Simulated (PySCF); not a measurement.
# CH7FGeSi2: core binding energies at several levels of theory, part 2 of 3

PySCF 2.14.0. Atoms count from 0. Earlier steps stand in the parts before.

### 5 Core-electron binding energies: PBE, X2C

What the job is given:

```
{"job": {"kind": "xps", "xc": "PBE"}, "charge": 0, "multiplicity": 1}
F      0.148772     2.878217    -0.812540
Si     0.343279     1.270863    -1.018571
Si    -0.988155    -0.268054     0.164970
C      0.561612    -1.355269     0.374518
Ge     1.971561     0.050898     0.247554
H      0.436756     1.022484    -2.490922
H     -2.173617    -0.928064    -0.464993
H     -1.392421     0.318860     1.480723
H      0.598274    -1.959492     1.293132
H      0.667486    -2.035164    -0.487132
H      2.233471     0.659278     1.637965
H      3.296588    -0.430532    -0.372573
```

Method: delta-SCF UKS PBE, pcX-2 on the ionised atom, pcseg-1 elsewhere, spin-free X2C.

The log of the run:

```text
ground state, core basis on atom 0 (F), 157 functions
  cycle   1  E = -2815.54537863  |g| = 7.09e-01
  cycle   2  E = -2815.15419222  |g| = 1.63e+00
  cycle   3  E = -2815.63696331  |g| = 1.50e-01
  cycle   4  E = -2815.63951738  |g| = 1.02e-01
  cycle   5  E = -2815.64215893  |g| = 1.24e-02
  cycle   6  E = -2815.64220254  |g| = 3.84e-03
  cycle   7  E = -2815.64220874  |g| = 9.93e-04
  cycle   8  E = -2815.64221001  |g| = 1.63e-04
  E(ground) = -2815.64600071 Eh
hole in F 1s of atom 0
  cycle   1  E = -2789.33429488  |g| = 2.62e+00
  cycle   2  E = -2788.74310055  |g| = 2.46e+00
  cycle   3  E = -2790.02124126  |g| = 6.13e-01
  cycle   4  E = -2789.96740022  |g| = 6.45e-01
  cycle   5  E = -2790.25600404  |g| = 8.50e-02
  cycle   6  E = -2790.25803679  |g| = 5.64e-02
  cycle   7  E = -2790.26029392  |g| = 5.76e-03
  cycle   8  E = -2790.26032555  |g| = 2.26e-03
  cycle   9  E = -2790.26032769  |g| = 3.00e-04
  E(ion) = -2790.26378264 Eh   <S^2> = 0.7542   hole on atom = 1.000   binding energy = 690.685 eV
ground state, core basis on atom 1 (Si), 168 functions
  cycle   1  E = -2815.66112993  |g| = 2.80e-01
  cycle   2  E = -2815.65775744  |g| = 1.70e-01
  cycle   3  E = -2815.65635470  |g| = 1.89e-01
  cycle   4  E = -2815.66230624  |g| = 1.66e-02
  cycle   5  E = -2815.66235404  |g| = 5.63e-03
  cycle   6  E = -2815.66236481  |g| = 1.30e-03
  cycle   7  E = -2815.66236767  |g| = 3.33e-04
  E(ground) = -2815.66632129 Eh
hole in Si 1s of atom 1
  cycle   1  E = -2746.80172513  |g| = 4.42e+00
  cycle   2  E = -2744.78077547  |g| = 2.83e+00
  cycle   3  E = -2735.72129597  |g| = 3.36e+00
  cycle   4  E = -2747.18797321  |g| = 1.28e+00
  cycle   5  E = -2747.81413819  |g| = 5.21e-01
  cycle   6  E = -2747.90299314  |g| = 8.61e-02
  cycle   7  E = -2747.90493366  |g| = 6.79e-02
  cycle   8  E = -2747.90708154  |g| = 1.97e-02
  cycle   9  E = -2747.90736285  |g| = 3.49e-03
  cycle  10  E = -2747.90737159  |g| = 1.27e-03
  cycle  11  E = -2747.90737366  |g| = 3.27e-04
  E(ion) = -2747.91133764 Eh   <S^2> = 0.7516   hole on atom = 1.000   binding energy = 1843.707 eV
hole in Si 2p of atom 1
  cycle   1  E = -2811.39096792  |g| = 1.24e+00
  cycle   2  E = -2809.98066069  |g| = 1.77e+00
  cycle   3  E = -2811.47691083  |g| = 5.78e-01
  cycle   4  E = -2811.70446838  |g| = 2.48e-01
  cycle   5  E = -2811.72020259  |g| = 1.84e-01
  cycle   6  E = -2811.73642490  |g| = 3.83e-02
  cycle   7  E = -2811.73701741  |g| = 1.05e-02
  cycle   8  E = -2811.73706086  |g| = 2.87e-03
  cycle   9  E = -2811.73706518  |g| = 8.41e-04
  cycle  10  E = -2811.73706785  |g| = 1.86e-04
  E(ion) = -2811.74102547 Eh   <S^2> = 0.7514   hole on atom = 1.002   binding energy = 106.813 eV
  2p3/2 = 106.550 eV   2p1/2 = 107.177 eV
ground state, core basis on atom 2 (Si), 168 functions
  cycle   1  E = -2815.65526990  |g| = 2.67e-01
  cycle   2  E = -2815.65516829  |g| = 4.66e-02
  cycle   3  E = -2815.65467780  |g| = 6.20e-02
  cycle   4  E = -2815.65548570  |g| = 1.65e-02
  cycle   5  E = -2815.65552754  |g| = 3.48e-03
  cycle   6  E = -2815.65553280  |g| = 3.03e-04
  E(ground) = -2815.66021662 Eh
hole in Si 1s of atom 2
  cycle   1  E = -2746.82865267  |g| = 4.42e+00
  cycle   2  E = -2746.35079622  |g| = 2.49e+00
  cycle   3  E = -2747.03353725  |g| = 1.10e+00
  cycle   4  E = -2747.78616870  |g| = 5.03e-01
  cycle   5  E = -2747.90084819  |g| = 2.96e-01
  cycle   6  E = -2747.93135215  |g| = 6.38e-02
  cycle   7  E = -2747.93288862  |g| = 2.24e-02
  cycle   8  E = -2747.93327008  |g| = 5.49e-03
  cycle   9  E = -2747.93328818  |g| = 2.18e-03
  cycle  10  E = -2747.93328521  |g| = 4.46e-04
  E(ion) = -2747.93791261 Eh   <S^2> = 0.7516   hole on atom = 1.000   binding energy = 1842.818 eV
hole in Si 2p of atom 2
  cycle   1  E = -2811.41471942  |g| = 1.24e+00
  cycle   2  E = -2810.88234657  |g| = 1.41e+00
  cycle   3  E = -2811.66378564  |g| = 3.66e-01
  cycle   4  E = -2811.74967836  |g| = 1.68e-01
  cycle   5  E = -2811.75777144  |g| = 1.04e-01
  cycle   6  E = -2811.76243323  |g| = 1.46e-02
  cycle   7  E = -2811.76255267  |g| = 4.14e-03
  cycle   8  E = -2811.76256050  |g| = 2.48e-03
  cycle   9  E = -2811.76256793  |g| = 3.83e-04
  E(ion) = -2811.76721678 Eh   <S^2> = 0.7525   hole on atom = 1.002   binding energy = 105.934 eV
  2p3/2 = 105.713 eV   2p1/2 = 106.336 eV
ground state, core basis on atom 3 (C), 157 functions
  cycle   1  E = -2815.59079828  |g| = 7.31e-02
  cycle   2  E = -2815.59055814  |g| = 3.40e-02
  cycle   3  E = -2815.59025637  |g| = 4.75e-02
  cycle   4  E = -2815.59089607  |g| = 5.73e-03
  cycle   5  E = -2815.59090599  |g| = 9.82e-04
  cycle   6  E = -2815.59090333  |g| = 3.00e-04
  E(ground) = -2815.59549590 Eh
hole in C 1s of atom 3
  cycle   1  E = -2804.37442157  |g| = 1.53e+00
  cycle   2  E = -2803.05949931  |g| = 2.19e+00
  cycle   3  E = -2804.89129082  |g| = 3.93e-01
  cycle   4  E = -2804.93604747  |g| = 2.69e-01
  cycle   5  E = -2804.96206857  |g| = 1.05e-01
  cycle   6  E = -2804.96602842  |g| = 1.34e-02
  cycle   7  E = -2804.96614837  |g| = 4.01e-03
  cycle   8  E = -2804.96615851  |g| = 7.52e-04
  cycle   9  E = -2804.96616023  |g| = 2.71e-04
  E(ion) = -2804.97065079 Eh   <S^2> = 0.7626   hole on atom = 1.000   binding energy = 289.117 eV
```

Run time: 27 s. Hardware: 1 thread of Arm Neoverse V1, shared host; peak memory 0.66 GiB.

Binding energies by hole, beside the orbital energy of the ground state; the difference holds orbital relaxation and, for a density functional, its self-interaction error:

```
       hole  stands for                                           environment  ΔSCF (eV; 2p as the shell's mean)  −ε (eV)   ⟨S²⟩
  F1s on F0          F0                                 fluorine bonded to Si                             690.69    660.2  0.754
Si1s on Si1         Si1  silicon bonded to F, Ge, Si, H, in a 4-membered ring                            1843.71   1784.5  0.752
Si2p on Si1         Si1  silicon bonded to F, Ge, Si, H, in a 4-membered ring                             106.76     94.9  0.751
Si1s on Si2         Si2    silicon bonded to C, Si, 2 H, in a 4-membered ring                            1842.82   1783.6  0.752
Si2p on Si2         Si2    silicon bonded to C, Si, 2 H, in a 4-membered ring                             105.92     94.1  0.753
  C1s on C3          C3                           sp3 CH2 bonded to Ge and Si                             289.12    269.3  0.763
```

With the spin-orbit splitting: Si1 2p3/2 106.55, 2p1/2 107.18 eV; Si2 2p3/2 105.71, 2p1/2 106.34 eV. The table gives each 2p level as the mean over the whole 2p shell (two parts 2p3/2, one part 2p1/2), which differs a little from the single hole in the log.

### 6 X-ray photoelectron lines: HF, X2C

Settings changed since step 5:

```diff
@@ -1,2 +1,2 @@
-{"job": {"kind": "xps", "xc": "PBE"}, "charge": 0, "multiplicity": 1}
+{"job": {"kind": "xps", "xc": "HF"}, "charge": 0, "multiplicity": 1}
 F      0.148772     2.878217    -0.812540
```

Method: delta-SCF UKS HF, pcX-2 on the ionised atom, pcseg-1 elsewhere, spin-free X2C.

The log of the run:

```text
ground state, core basis on atom 0 (F), 157 functions
  cycle   1  E = -2812.70902086  |g| = 5.47e-01
  cycle   2  E = -2812.77733724  |g| = 3.48e-01
  cycle   3  E = -2812.79593415  |g| = 5.74e-02
  cycle   4  E = -2812.79743263  |g| = 1.11e-02
  cycle   5  E = -2812.79749553  |g| = 2.45e-03
  cycle   6  E = -2812.79749956  |g| = 6.54e-04
  cycle   7  E = -2812.79749993  |g| = 1.90e-04
  E(ground) = -2812.79749993 Eh
hole in F 1s of atom 0
  cycle   1  E = -2786.49639441  |g| = 2.56e+00
  cycle   2  E = -2787.17905302  |g| = 1.17e+00
  cycle   3  E = -2787.40021769  |g| = 7.79e-02
  cycle   4  E = -2787.40183907  |g| = 1.77e-02
  cycle   5  E = -2787.40203263  |g| = 8.53e-03
  cycle   6  E = -2787.40208295  |g| = 2.79e-03
  cycle   7  E = -2787.40208965  |g| = 7.22e-04
  cycle   8  E = -2787.40209060  |g| = 3.98e-04
  E(ion) = -2787.40209060 Eh   <S^2> = 0.7610   hole on atom = 1.000   binding energy = 691.044 eV
ground state, core basis on atom 1 (Si), 168 functions
  cycle   1  E = -2812.81548433  |g| = 9.44e-02
  cycle   2  E = -2812.81602117  |g| = 4.17e-02
  cycle   3  E = -2812.81626672  |g| = 1.01e-02
  cycle   4  E = -2812.81628430  |g| = 7.86e-04
  cycle   5  E = -2812.81628469  |g| = 2.76e-04
  E(ground) = -2812.81628469 Eh
hole in Si 1s of atom 1
  cycle   1  E = -2743.83306823  |g| = 4.32e+00
  cycle   2  E = -2744.77284320  |g| = 1.04e+00
  cycle   3  E = -2744.89636086  |g| = 1.34e-01
  cycle   4  E = -2744.90191095  |g| = 5.37e-02
  cycle   5  E = -2744.90294536  |g| = 8.87e-03
  cycle   6  E = -2744.90301066  |g| = 3.37e-03
  cycle   7  E = -2744.90303248  |g| = 1.80e-03
  cycle   8  E = -2744.90304104  |g| = 1.06e-03
  cycle   9  E = -2744.90304480  |g| = 4.59e-04
  E(ion) = -2744.90304480 Eh   <S^2> = 0.7554   hole on atom = 1.000   binding energy = 1848.013 eV
hole in Si 2p of atom 1
  cycle   1  E = -2808.54869462  |g| = 1.21e+00
  cycle   2  E = -2808.83809916  |g| = 4.37e-01
  cycle   3  E = -2808.88332371  |g| = 5.86e-02
  cycle   4  E = -2808.88462521  |g| = 2.70e-02
  cycle   5  E = -2808.88497199  |g| = 7.03e-03
  cycle   6  E = -2808.88503690  |g| = 3.60e-03
  cycle   7  E = -2808.88506211  |g| = 1.74e-03
  cycle   8  E = -2808.88506852  |g| = 8.00e-04
  cycle   9  E = -2808.88506982  |g| = 2.46e-04
  E(ion) = -2808.88506982 Eh   <S^2> = 0.7574   hole on atom = 1.002   binding energy = 106.974 eV
  2p3/2 = 106.758 eV   2p1/2 = 107.352 eV
ground state, core basis on atom 2 (Si), 168 functions
  cycle   1  E = -2812.80849652  |g| = 7.28e-02
  cycle   2  E = -2812.80869240  |g| = 6.71e-03
  cycle   3  E = -2812.80870311  |g| = 2.39e-03
  cycle   4  E = -2812.80870468  |g| = 9.55e-04
  cycle   5  E = -2812.80870506  |g| = 2.79e-04
  E(ground) = -2812.80870506 Eh
hole in Si 1s of atom 2
  cycle   1  E = -2743.86306452  |g| = 4.32e+00
  cycle   2  E = -2744.80725006  |g| = 1.04e+00
  cycle   3  E = -2744.92844266  |g| = 1.01e-01
  cycle   4  E = -2744.93218256  |g| = 2.38e-02
  cycle   5  E = -2744.93248738  |g| = 7.05e-03
  cycle   6  E = -2744.93253560  |g| = 3.65e-03
  cycle   7  E = -2744.93255566  |g| = 1.87e-03
  cycle   8  E = -2744.93256703  |g| = 9.12e-04
  cycle   9  E = -2744.93257007  |g| = 3.95e-04
  E(ion) = -2744.93257007 Eh   <S^2> = 0.7556   hole on atom = 1.000   binding energy = 1847.004 eV
hole in Si 2p of atom 2
  cycle   1  E = -2808.57490854  |g| = 1.21e+00
  cycle   2  E = -2808.86709380  |g| = 4.28e-01
  cycle   3  E = -2808.91008566  |g| = 3.51e-02
  cycle   4  E = -2808.91091889  |g| = 1.54e-02
  cycle   5  E = -2808.91112606  |g| = 7.47e-03
  cycle   6  E = -2808.91121369  |g| = 4.43e-03
  cycle   7  E = -2808.91126424  |g| = 2.16e-03
  cycle   8  E = -2808.91128180  |g| = 7.20e-04
  cycle   9  E = -2808.91128345  |g| = 2.39e-04
  E(ion) = -2808.91128345 Eh   <S^2> = 0.7646   hole on atom = 1.002   binding energy = 106.054 eV
  2p3/2 = 105.864 eV   2p1/2 = 106.458 eV
ground state, core basis on atom 3 (C), 157 functions
  cycle   1  E = -2812.74388411  |g| = 2.81e-02
  cycle   2  E = -2812.74400066  |g| = 5.09e-03
  cycle   3  E = -2812.74400914  |g| = 2.42e-03
  cycle   4  E = -2812.74401105  |g| = 5.14e-04
  cycle   5  E = -2812.74401125  |g| = 1.50e-04
  E(ground) = -2812.74401125 Eh
hole in C 1s of atom 3
  cycle   1  E = -2801.51356067  |g| = 1.50e+00
  cycle   2  E = -2801.82702203  |g| = 8.81e-01
  cycle   3  E = -2802.09642132  |g| = 1.13e-01
  cycle   4  E = -2802.10218347  |g| = 2.18e-02
  cycle   5  E = -2802.10284865  |g| = 1.38e-02
  cycle   6  E = -2802.10319380  |g| = 8.27e-03
  cycle   7  E = -2802.10335037  |g| = 2.53e-03
  cycle   8  E = -2802.10336587  |g| = 5.68e-04
  cycle   9  E = -2802.10336645  |g| = 1.81e-04
  E(ion) = -2802.10336645 Eh   <S^2> = 0.7919   hole on atom = 1.000   binding energy = 289.547 eV
```

Wall time 43 s (1 thread of Arm Neoverse V1, shared host); peak memory 0.7 GiB.

The holes in one table. −ε is the ground-state orbital energy:

```
       hole  stands for                                           environment  ΔSCF (eV; 2p as the shell's mean)  −ε (eV)   ⟨S²⟩
  F1s on F0          F0                                 fluorine bonded to Si                             691.04    715.7  0.761
Si1s on Si1         Si1  silicon bonded to F, Ge, Si, H, in a 4-membered ring                            1848.01   1877.1  0.755
Si2p on Si1         Si1  silicon bonded to F, Ge, Si, H, in a 4-membered ring                             106.96    116.1  0.757
Si1s on Si2         Si2    silicon bonded to C, Si, 2 H, in a 4-membered ring                            1847.00   1876.1  0.756
Si2p on Si2         Si2    silicon bonded to C, Si, 2 H, in a 4-membered ring                             106.06    115.2  0.765
  C1s on C3          C3                           sp3 CH2 bonded to Ge and Si                             289.55    305.6  0.792
```

With the spin-orbit splitting: Si1 2p3/2 106.76, 2p1/2 107.35 eV; Si2 2p3/2 105.86, 2p1/2 106.46 eV. The table gives each 2p level as the mean over the whole 2p shell (two parts 2p3/2, one part 2p1/2), which differs a little from the single hole in the log.

### 7 Core holes by ΔSCF: SCAN, X2C

Settings changed since step 6:

```diff
@@ -1,2 +1,2 @@
-{"job": {"kind": "xps", "xc": "HF"}, "charge": 0, "multiplicity": 1}
+{"job": {"kind": "xps", "basis": "pcX-1"}, "charge": 0, "multiplicity": 1}
 F      0.148772     2.878217    -0.812540
```

Method: delta-SCF UKS SCAN, pcX-1 on the ionised atom, pcseg-1 elsewhere, spin-free X2C.

The log of the run:

```text
ground state, core basis on atom 0 (F), 136 functions
  cycle   1  E = -2816.15999307  |g| = 7.16e-01
  cycle   2  E = -2815.90713981  |g| = 1.39e+00
  cycle   3  E = -2816.24860523  |g| = 1.18e-01
  cycle   4  E = -2816.25026626  |g| = 7.52e-02
  cycle   5  E = -2816.25167397  |g| = 1.23e-02
  cycle   6  E = -2816.25170753  |g| = 4.12e-03
  cycle   7  E = -2816.25171236  |g| = 9.98e-04
  cycle   8  E = -2816.25171213  |g| = 2.40e-04
  E(ground) = -2816.44587442 Eh
hole in F 1s of atom 0
  cycle   1  E = -2789.91837097  |g| = 2.57e+00
  cycle   2  E = -2789.67381426  |g| = 2.15e+00
  cycle   3  E = -2790.67028447  |g| = 4.77e-01
  cycle   4  E = -2790.67817240  |g| = 4.34e-01
  cycle   5  E = -2790.81114826  |g| = 5.70e-02
  cycle   6  E = -2790.81252434  |g| = 2.75e-02
  cycle   7  E = -2790.81306338  |g| = 3.77e-03
  cycle   8  E = -2790.81306833  |g| = 1.79e-03
  cycle   9  E = -2790.81307329  |g| = 3.25e-04
  E(ion) = -2791.01189008 Eh   <S^2> = 0.7563   hole on atom = 1.000   binding energy = 692.094 eV
ground state, core basis on atom 1 (Si), 148 functions
  cycle   1  E = -2816.35035973  |g| = 1.82e-01
  cycle   2  E = -2816.35043031  |g| = 3.52e-02
  cycle   3  E = -2816.35036519  |g| = 3.27e-02
  cycle   4  E = -2816.35050437  |g| = 1.16e-02
  cycle   5  E = -2816.35052750  |g| = 1.02e-03
  cycle   6  E = -2816.35052489  |g| = 2.92e-04
  E(ground) = -2816.49932070 Eh
hole in Si 1s of atom 1
  cycle   1  E = -2747.38452625  |g| = 4.35e+00
  cycle   2  E = -2746.40870307  |g| = 2.44e+00
  cycle   3  E = -2747.12697437  |g| = 1.26e+00
  cycle   4  E = -2748.38058323  |g| = 3.54e-01
  cycle   5  E = -2748.41874005  |g| = 2.89e-01
  cycle   6  E = -2748.45791688  |g| = 7.31e-02
  cycle   7  E = -2748.45926762  |g| = 4.15e-02
  cycle   8  E = -2748.46003027  |g| = 4.83e-03
  cycle   9  E = -2748.46004396  |g| = 1.64e-03
  cycle  10  E = -2748.46004569  |g| = 5.19e-04
  cycle  11  E = -2748.46004656  |g| = 1.60e-04
  E(ion) = -2748.61807070 Eh   <S^2> = 0.7525   hole on atom = 1.000   binding energy = 1847.143 eV
hole in Si 2p of atom 1
  cycle   1  E = -2812.04293425  |g| = 1.23e+00
  cycle   2  E = -2811.52673657  |g| = 1.33e+00
  cycle   3  E = -2812.26639276  |g| = 3.80e-01
  cycle   4  E = -2812.36794694  |g| = 1.39e-01
  cycle   5  E = -2812.37607135  |g| = 7.89e-02
  cycle   6  E = -2812.37998814  |g| = 1.09e-02
  cycle   7  E = -2812.38001913  |g| = 9.26e-03
  cycle   8  E = -2812.38005024  |g| = 1.88e-03
  cycle   9  E = -2812.38005081  |g| = 5.35e-04
  cycle  10  E = -2812.38005167  |g| = 1.35e-04
  E(ion) = -2812.54040412 Eh   <S^2> = 0.7513   hole on atom = 1.002   binding energy = 107.728 eV
  2p3/2 = 107.456 eV   2p1/2 = 108.081 eV
ground state, core basis on atom 2 (Si), 148 functions
  cycle   1  E = -2816.34943538  |g| = 1.83e-01
  cycle   2  E = -2816.34908857  |g| = 6.40e-02
  cycle   3  E = -2816.34875069  |g| = 7.91e-02
  cycle   4  E = -2816.35000047  |g| = 1.21e-02
  cycle   5  E = -2816.35003280  |g| = 3.32e-03
  cycle   6  E = -2816.35003504  |g| = 3.68e-04
  E(ground) = -2816.49965009 Eh
hole in Si 1s of atom 2
  cycle   1  E = -2747.42120363  |g| = 4.35e+00
  cycle   2  E = -2747.43028327  |g| = 2.14e+00
  cycle   3  E = -2748.00090786  |g| = 8.32e-01
  cycle   4  E = -2748.42968172  |g| = 3.37e-01
  cycle   5  E = -2748.48440458  |g| = 1.73e-01
  cycle   6  E = -2748.49389571  |g| = 4.21e-02
  cycle   7  E = -2748.49467420  |g| = 1.24e-02
  cycle   8  E = -2748.49478002  |g| = 4.04e-03
  cycle   9  E = -2748.49478582  |g| = 1.92e-03
  cycle  10  E = -2748.49478997  |g| = 3.43e-04
  E(ion) = -2748.65345802 Eh   <S^2> = 0.7526   hole on atom = 1.000   binding energy = 1846.189 eV
hole in Si 2p of atom 2
  cycle   1  E = -2812.07672699  |g| = 1.23e+00
  cycle   2  E = -2811.83276588  |g| = 1.16e+00
  cycle   3  E = -2812.35230849  |g| = 2.94e-01
  cycle   4  E = -2812.40819258  |g| = 1.21e-01
  cycle   5  E = -2812.41239886  |g| = 6.96e-02
  cycle   6  E = -2812.41438360  |g| = 1.01e-02
  cycle   7  E = -2812.41443714  |g| = 4.19e-03
  cycle   8  E = -2812.41444592  |g| = 1.82e-03
  cycle   9  E = -2812.41444983  |g| = 4.59e-04
  E(ion) = -2812.57654533 Eh   <S^2> = 0.7530   hole on atom = 1.002   binding energy = 106.753 eV
  2p3/2 = 106.542 eV   2p1/2 = 107.162 eV
ground state, core basis on atom 3 (C), 136 functions
  cycle   1  E = -2816.25249334  |g| = 4.44e-02
  cycle   2  E = -2816.25205011  |g| = 5.77e-02
  cycle   3  E = -2816.25299891  |g| = 9.95e-03
  cycle   4  E = -2816.25302059  |g| = 3.98e-03
  cycle   5  E = -2816.25302975  |g| = 1.10e-03
  cycle   6  E = -2816.25302839  |g| = 2.79e-04
  E(ground) = -2816.44461155 Eh
hole in C 1s of atom 3
  cycle   1  E = -2805.00489262  |g| = 1.51e+00
  cycle   2  E = -2804.09170569  |g| = 1.92e+00
  cycle   3  E = -2805.53223495  |g| = 3.83e-01
  cycle   4  E = -2805.58487661  |g| = 1.91e-01
  cycle   5  E = -2805.59684861  |g| = 8.75e-02
  cycle   6  E = -2805.59944813  |g| = 1.06e-02
  cycle   7  E = -2805.59952369  |g| = 3.47e-03
  cycle   8  E = -2805.59953608  |g| = 1.21e-03
  cycle   9  E = -2805.59953925  |g| = 5.30e-04
  cycle  10  E = -2805.59953885  |g| = 1.89e-04
  E(ion) = -2805.79022215 Eh   <S^2> = 0.7708   hole on atom = 1.000   binding energy = 289.921 eV
```

It took 35 s on 1 thread of Arm Neoverse V1, shared host; peak memory 0.47 GiB.

The holes in one table. −ε is the ground-state orbital energy:

```
       hole  stands for                                           environment  ΔSCF (eV; 2p as the shell's mean)  −ε (eV)   ⟨S²⟩
  F1s on F0          F0                                 fluorine bonded to Si                             692.09    666.0  0.756
Si1s on Si1         Si1  silicon bonded to F, Ge, Si, H, in a 4-membered ring                            1847.14   1794.5  0.753
Si2p on Si1         Si1  silicon bonded to F, Ge, Si, H, in a 4-membered ring                             107.66     97.2  0.751
Si1s on Si2         Si2    silicon bonded to C, Si, 2 H, in a 4-membered ring                            1846.19   1793.5  0.753
Si2p on Si2         Si2    silicon bonded to C, Si, 2 H, in a 4-membered ring                             106.75     96.3  0.753
  C1s on C3          C3                           sp3 CH2 bonded to Ge and Si                             289.92    273.7  0.771
```

With the spin-orbit splitting: Si1 2p3/2 107.46, 2p1/2 108.08 eV; Si2 2p3/2 106.54, 2p1/2 107.16 eV. The table gives each 2p level as the mean over the whole 2p shell (two parts 2p3/2, one part 2p1/2), which differs a little from the single hole in the log.

(Continued in part 3 of 3.)
